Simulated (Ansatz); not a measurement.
# CH6Sn (SMILES [CH3][SnH3]): PBE0/def2-SVP (core potential)

Aim: the electronic atomisation energy of CH6Sn at PBE0/def2-SVP (core potential), from 4 runs. 

The calculation is run with Ansatz 0.2.0.

42 further runs of the same task are left out: 1 that didn't finish, 41 set aside as unsound or not needed.

### 1 Starting point

CH6Sn has 8 atoms, charge 0, and is taken as a singlet. As SMILES, `[CH3][SnH3]`. The shape is that of a PBE0-D4/def2-TZVP optimisation.

Bond lengths: C1–Sn2 2.140 Å, C1–H3 1.090 Å, C1–H4 1.090 Å, C1–H5 1.090 Å, Sn2–H6 1.709 Å, Sn2–H7 1.709 Å, Sn2–H8 1.709 Å. Some angles: C1–Sn2–H6 110.1°, C1–Sn2–H7 110.1°, C1–Sn2–H8 110.1°, Sn2–C1–H3 110.0°, Sn2–C1–H4 110.0°, Sn2–C1–H5 110.0°, H6–Sn2–H7 108.8°, H6–Sn2–H8 108.8°, H7–Sn2–H8 108.8°, H3–C1–H4 109.0°.

### 2 The energy at PBE0/def2-SVP (core potential)

Contents of run.yaml:

```yaml
crystal:
  periodic: [false, false, false]
  atoms:
    - {symbol: C, position_ang: [1.094500, 0.367400, -0.110600]}
    - {symbol: Sn, position_ang: [-0.919400, -0.329100, 0.082100]}
    - {symbol: H, position_ang: [1.300500, 0.627700, -1.148800]}
    - {symbol: H, position_ang: [1.789300, -0.411200, 0.204000]}
    - {symbol: H, position_ang: [1.244600, 1.249200, 0.512300]}
    - {symbol: H, position_ang: [-2.012000, 0.886800, -0.417500]}
    - {symbol: H, position_ang: [-1.156700, -1.716400, -0.887800]}
    - {symbol: H, position_ang: [-1.248700, -0.731500, 1.710400]}
basis:
  gaussian:
    orbitals: def2-SVP
hamiltonian:
  xc: {name: PBE0}
accuracy: high
output: {orbitals: {seedname: orbitals}}
```

Started as:

```sh
ansatz run run.yaml --threads 1 --pin off --max-ram 3480MiB --events-out events.jsonl --progress --plain --runs-dir runs
```

Log:

```text
Warning: RAYON_NUM_THREADS=1 ignored (pool sized by the plan → 1); use --threads N
Functional definition: PBE0
  name "PBE0"
  parameter a = 0.25
  parameter kappa = 0.804
  parameter beta = 0.06672455060314922
  exchange = (1 - a)*pbe_x(kappa = kappa, mu = beta*pi^2/3) + a*exact_x
  correlation = pbe_c(beta = beta)
1743 factors; integrals over basis functions are off by at most 3.0e-9 eV
mean field evaluation 1: about -6958.9341 eV, gradient 4.1e1 eV
mean field evaluation 2: about -6956.3763 eV, gradient 4.9e1 eV
mean field evaluation 4: about -6963.1963 eV, gradient 6.1e-1 eV
mean field evaluation 8: about -6963.2894 eV, gradient 6.2e-2 eV
mean field evaluation 16: about -6963.2894 eV, gradient 1.5e-6 eV
mean field -6963.28939409 eV, -255.8961653456 hartree, gradient 6.8e-8 eV, S^2 0.000000; 0 other end points of the search recorded, 0 dependent functions left out
reference -6963.28939689 eV, -255.8961654485 hartree; 17, 17 occupied and 53, 53 virtual orbitals, 1743 factors
Total energy: -6963.28939689 eV, -255.8961654485 hartree
```

Run time: 4.5 s. Hardware: 1 thread of Arm Neoverse V2, shared host; peak memory 0.21 GiB.

### 3 The C atom at the same level

Contents of run.yaml:

```yaml
crystal:
  periodic: [false, false, false]
  atoms:
    - symbol: C
      position_ang: [0.000000, 0.000000, 0.000000]
basis:
  gaussian:
    orbitals: def2-SVP
magnetization:
  spin_polarized: true
  initial_magnetization: 2
hamiltonian:
  xc: pbe0
accuracy: high
```

Started as:

```sh
ansatz run run.yaml --threads 1 --pin off --max-ram 3480MiB --events-out events.jsonl --progress --plain --runs-dir runs
```

Log (excerpt; [...] marks lines left out):

```text
Warning: RAYON_NUM_THREADS=1 ignored (pool sized by the plan → 1); use --threads N
[... 7 set-up lines as earlier in the session ...]
95 factors; integrals over basis functions are off by at most 1.9e-9 eV
mean field evaluation 1: about -1027.4469 eV, gradient 3.5e0 eV
mean field evaluation 2: about -1027.5152 eV, gradient 8.1e-1 eV
mean field evaluation 4: about -1027.5196 eV, gradient 2.5e-1 eV
mean field evaluation 8: about -1027.5200 eV, gradient 2.8e-5 eV
mean field -1027.52000482 eV, -37.7606636989 hartree, gradient 3.8e-8 eV, S^2 2.002432; 0 other end points of the search recorded, 0 dependent functions left out
reference -1027.52000597 eV, -37.7606637411 hartree; 4, 2 occupied and 10, 12 virtual orbitals, 95 factors
Total energy: -1027.52000597 eV, -37.7606637411 hartree
```

Wall time 0.24 s (1 thread of Arm Neoverse V2, shared host).

### 4 The H atom

Contents of run.yaml:

```yaml
basis:
  gaussian:
    orbitals: def2-SVP
crystal:
  periodic: [false, false, false]
  atoms:
    - {symbol: H, position_ang: [0.000000, 0.000000, 0.000000]}
magnetization:
  spin_polarized: true
  initial_magnetization: 1
hamiltonian:
  xc: pbe0
accuracy: high
```

Started as:

```sh
ansatz run run.yaml --threads 1 --pin off --max-ram 3480MiB --events-out events.jsonl --progress --plain --runs-dir runs
```

Log (excerpt; [...] marks lines left out):

```text
Warning: RAYON_NUM_THREADS=1 ignored (pool sized by the plan → 1); use --threads N
[... 7 set-up lines as earlier in the session ...]
15 factors; integrals over basis functions are off by at most 8.9e-10 eV
mean field evaluation 1: about -13.6123 eV, gradient 3.3e-1 eV
mean field evaluation 2: about -13.6122 eV, gradient 3.3e-1 eV
mean field evaluation 4: about -13.6136 eV, gradient 4.5e-6 eV
mean field evaluation 8: about -13.6136 eV, gradient 1.3e-10 eV
mean field -13.61360498 eV, -0.5002907553 hartree, gradient 2.2e-10 eV, S^2 0.750000; 0 other end points of the search recorded, 0 dependent functions left out
reference -13.61360633 eV, -0.5002908051 hartree; 1, 0 occupied and 4, 5 virtual orbitals, 15 factors
Total energy: -13.61360633 eV, -0.5002908051 hartree
```

Wall time 0.1 s (1 thread of Arm Neoverse V2, shared host).

### 5 The Sn atom

Contents of molecule.yaml:

```yaml
basis:
  gaussian:
    orbitals: def2-SVP
crystal:
  periodic: [false, false, false]
  atoms:
    - symbol: Sn
      position_ang: [0.000000, 0.000000, 0.000000]
magnetization:
  spin_polarized: true
  initial_magnetization: 2
hamiltonian:
  xc: {name: PBE0}
accuracy: high
```

Run the same way, it converges to -214.25429 Eh (log not shown).

### 6 Results

Level: PBE0/def2-SVP (core potential).

| quantity | value |
| --- | --- |
| molecule: total energy | -255.89617 Eh |
| molecule: HOMO energy | -8.39 eV |
| molecule: LUMO energy | 0.79 eV |
| molecule: HOMO–LUMO gap | 9.18 eV |
| C atom: total energy | -37.76066 Eh |
| C atom: ⟨S²⟩ | 2.002 |
| H atom: total energy | -0.50029 Eh |
| H atom: ⟨S²⟩ | 0.750 |
| Sn atom: total energy | -214.25429 Eh |
| Sn atom: ⟨S²⟩ | 2.003 |
| electronic atomisation energy | 23.932 eV |

Taking the molecule apart into free atoms costs 23.93 eV (552 kcal/mol), before zero-point energy and without spin-orbit coupling.
